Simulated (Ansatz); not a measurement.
Crystal: HfMoC2.

```
CELL_PARAMETERS angstrom
3.19142 0.00000 0.00000
0.00000 3.19142 0.00000
0.00000 0.00000 4.48516
ATOMIC_POSITIONS crystal
Hf 0.00000 0.00000 0.00000
Mo 0.50000 0.50000 0.50000
C 0.50000 0.50000 0.00000
C 0.00000 0.00000 0.50000
```

The cell comes from a database or a generator and needn't be the stable form of this composition.

Base run:

| Property | Result |
| --- | --- |
| Program | Ansatz 0.2.0 |
| Functional | PBEsol |
| Potentials or basis | all-electron LAPW, scalar-relativistic |
| Cutoff | 301 eV |
| Density cutoff | 1206 eV |
| Basis error allowed | 0.002 eV/atom |
| k mesh | 8 × 8 × 6 |
| Occupations | fermi-dirac, width 0.05 eV |
| Spin | no spin polarisation |
| Hubbard terms | Hf d U = 2 eV, Mo d U = 2 eV |

Its results: band gap on the k mesh none (metal or under the smearing width); pressure -7.0 GPa.

Question: After a change of settings the same cell gave: band gap on the k mesh none (metal or under the smearing width); pressure -4.6 GPa. Which change was it?
A. hubbard terms from Hf d U = 2 eV, Mo d U = 2 eV to none
B. basis error allowed from 0.002 eV/atom to 0.001 eV/atom; hubbard terms from Hf d U = 2 eV, Mo d U = 2 eV to none
C. hubbard terms from Hf d U = 2 eV, Mo d U = 2 eV to Hf d U = 4 eV, Mo d U = 4 eV
D. hubbard terms from Hf d U = 2 eV, Mo d U = 2 eV to Hf d U = 8 eV, Mo d U = 8 eV

Answer: C.

Caveats: U is the effective U less J, on atomic orbitals that reach past the spheres; U without spin polarisation on a metal has little footing; the U is typed as a test and isn't derived for this compound.

Not every run made on this cell is shown here.
